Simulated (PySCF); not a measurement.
**Rb₂F⁺: structure of the singlet**

Where does singlet Rb₂F⁺ go from a PBE0 minimum start, is the end point a minimum, and what are its modes, charges and moments?

The runs use PySCF 2.14.0; PBE0, basis F def2-TZVP, Rb def2-TZVP with ECP28, scalar-relativistic core potentials, no spin–orbit coupling, density fitting.

## 1. Starting geometry

3 atoms, charge 1, spin multiplicity 1.

Bond lengths: F1–Rb2 2.479 Å, F1–Rb3 2.479 Å. Angles: Rb2–F1–Rb3 180.0°.

Coordinates in bohr (charge 1 multiplicity 1):
```
F     0.0000    0.0000    0.0000
Rb    0.0000    0.0000    4.6840
Rb    0.0000    0.0000   -4.6840
```

## 2. Finding the electronic state

One driver script runs all steps and calls PySCF; scf.py shows how it sets up the SCF of each step. The optimiser is the driver's own. After this first run the driver tries any further starts and a stability analysis.

Contents of scf.py:

```python
from pyscf import gto, scf, dft
mol = gto.M(atom='''
F      0.000000     0.000000     0.000000
Rb     0.000000    -0.000000     2.478686
Rb    -0.000000     0.000000    -2.478686''',
    basis={'F': 'def2-TZVP', 'Rb': 'def2-TZVP'},
    ecp={'Rb': 'def2-TZVP'},
    charge=1, spin=0)
mf = dft.RKS(mol, xc='PBE0')
mf.grids.atom_grid = (50, 194)
aux = {'F': 'def2-universal-JKFIT', 'Rb': 'def2-universal-JKFIT'}
mf = mf.density_fit(auxbasis=aux)
mf.conv_tol = 1e-08
mf.diis_space = 10
mf.max_cycle = 60
mf.init_guess = 'minao'
mf.verbose = 4
mf.kernel()
```

The run is started by

```
$ OMP_NUM_THREADS=2 python axn.py task.json out
```

Standard output:

```text
init E= -142.417605002652
  HOMO = -0.733651244714083  LUMO = -0.24341304238117  gap/eV = 13.34006
cycle= 1 E= -147.781413954303  delta_E= -5.36  |g|= 0.88  |ddm|=  3.2
  HOMO = -0.172070506264147  LUMO = -0.129454998314763  gap/eV = 1.15963
cycle= 2 E= -147.131133503509  delta_E= 0.65  |g|= 2.13  |ddm|= 2.14
  HOMO = -0.433217976205081  LUMO = -0.141822178984543  gap/eV = 7.92928
cycle= 3 E= -147.934174436223  delta_E= -0.803  |g|= 0.105  |ddm|= 1.65
  HOMO = -0.411749976128411  LUMO = -0.143580879685499  gap/eV = 7.29725
cycle= 4 E= -147.936892495238  delta_E= -0.00272  |g|= 0.0311  |ddm|= 0.181
  HOMO = -0.411177535793463  LUMO = -0.141935282597707  gap/eV = 7.32645
cycle= 5 E= -147.937060069199  delta_E= -0.000168  |g|= 0.00665  |ddm|= 0.0339
  HOMO = -0.413472669657611  LUMO = -0.142051230290093  gap/eV = 7.38575
cycle= 6 E= -147.937068755132  delta_E= -8.69e-06  |g|= 0.000724  |ddm|= 0.0055
  HOMO = -0.413520487778556  LUMO = -0.142060778168438  gap/eV = 7.38679
cycle= 7 E= -147.937068875672  delta_E= -1.21e-07  |g|= 5.84e-05  |ddm|= 0.000727
  HOMO = -0.413527393871627  LUMO = -0.142061509754829  gap/eV = 7.38696
cycle= 8 E= -147.937068876616  delta_E= -9.45e-10  |g|= 5.22e-06  |ddm|= 7.54e-05
  HOMO = -0.413524516152094  LUMO = -0.142061248271272  gap/eV = 7.38689
Extra cycle  E= -147.937068876612  delta_E= 4.6e-12  |g|= 8.18e-06  |ddm|= 6.65e-06
converged SCF energy = -147.937068876612
```

This step, with its further starts and checks, took 3.6 s on 2 threads of Arm Neoverse N1, shared host.

The test of internal stability found no lower closed-shell solution.

## 3. Relaxation: PBE0 minimum start, singlet

The program finds D∞h symmetry in the start, which this walk keeps. Threshold on the gradient: 0.0003 Eh/bohr, with a further test on the energy change.

scf.py, as its differences from that of step 2:

```diff
@@ -4,2 +4,2 @@
-Rb     0.000000    -0.000000     2.478686
-Rb    -0.000000     0.000000    -2.478686''',
+Rb     0.000000     0.000000     2.478686
+Rb     0.000000     0.000000    -2.478686''',
@@ -16 +15,0 @@
-mf.init_guess = 'minao'
```

The optimiser's trace:

```csv
step,energy (Eh),change (kJ/mol),largest symmetric gradient (Eh/bohr)
0,-147.937069,0.00,0.00013
```

The walk took 2.6 s.

Positions (Å) and forces (eV/Å) along the way:

```
step 0
F    0.000   0.000   0.000   0.000   0.000   0.000
Rb   0.000   0.000   2.479   0.000   0.000   0.007
Rb   0.000   0.000  -2.479   0.000   0.000  -0.007
```

End point (D∞h, 0 steps, 0.0 kJ/mol gained): F–Rb 2.479 Å (×2); Rb–F–Rb 180.0°.

## 4. Vibrations and properties at this point

On the finer grid the gradient is checked again; gradients at displacements of ±0.02 bohr then give force constants and infrared intensities.

scf.py, as its differences from that of step 3:

```diff
@@ -10 +10 @@
-mf.grids.atom_grid = (50, 194)
+mf.grids.atom_grid = (75, 302)
@@ -13 +13 @@
-mf.conv_tol = 1e-08
+mf.conv_tol = 1e-10
```

This SCF starts from the last density.

SCF at the final geometry:

```text
init E= -147.936716925774
  HOMO = -0.41361735636275  LUMO = -0.142058808803919  gap/eV = 7.38948
cycle= 1 E= -147.936716925774  delta_E= 1.42e-13  |g|= 1.16e-07  |ddm|= 1.06e-07
  HOMO = -0.413617299828838  LUMO = -0.142058807411591  gap/eV = 7.38948
Extra cycle  E= -147.936716925774  delta_E= -2.27e-13  |g|= 1.98e-07  |ddm|= 1.63e-07
converged SCF energy = -147.936716925774
```

The whole step took 18 s.

Geometry: D∞h; F–Rb 2.479 Å (×2); Rb–F–Rb 180.0°.

Harmonic modes (main isotopes):

| symmetry | ω (cm⁻¹) | IR (km/mol) |
| --- | --- | --- |
| πu | 80 | 80.5 |
| σg+ | 127 | 0.0 |
| σu+ | 370 | 129 |

No imaginary mode, so this is a minimum.

Properties at this point:

| Property | Result |
| --- | --- |
| Dipole moment about the centre of mass | 0.00 D |
| Highest occupied level | -11.26 eV |
| Lowest empty level | -3.87 eV |
| Rotational constants | 0.01616 cm⁻¹ |
| Zero-point energy | 3.9 kJ/mol |
| Principal polarisabilities | 22.8, 22.8, 33.9 bohr³ |
| Principal traceless quadrupole moments about the centre of mass | -25.57, -25.57, 51.14 D Å |
| Entropy at 298.15 K and 1 bar | 305.0 J/(mol K) |
| Heat capacity Cp at 298.15 K | 60.0 J/(mol K) |
| Enthalpy at 298.15 K above 0 K | 15.43 kJ/mol |
| Rotational symmetry number | 2 |

Charges (e) and bond orders:

```csv
atom,Mulliken,Löwdin,polar tensor,Mayer order to F1
F1,-0.79,-0.65,-0.96,–
"Rb2,3",0.90,0.83,0.98,0.18
```

Outer orbital energies (eV). occupied: -20.83, -20.82, -20.82, -20.72, -20.42, -11.37, -11.26, -11.26; empty: -3.87, -3.53, -2.36, -2.36.

Mulliken populations on F1: s 3.98, p 5.81, d 0.00, f 0.00.

## 5. Summary of results

```
                            quantity                              value
                             minimum                       singlet, D∞h
                            geometry  F–Rb 2.479 Å (×2); Rb–F–Rb 180.0°
                  wavenumbers (cm⁻¹)      80 (πu), 127 (σg+), 370 (σu+)
      dipole moment (centre of mass)                             0.00 D
highest occupied, lowest empty level                   -11.26, -3.87 eV
           polar-tensor charge of F1                            -0.96 e
                   zero-point energy                         3.9 kJ/mol
                 entropy at 298.15 K                    305.0 J/(mol K)
```

The PBE0 minimum start keeps its D∞h symmetry and ends in a minimum. In the infrared the band at 370 cm⁻¹ (σu+) leads. Other starts or spin states, not run here, may lie lower.

The search up to here took 24 s.
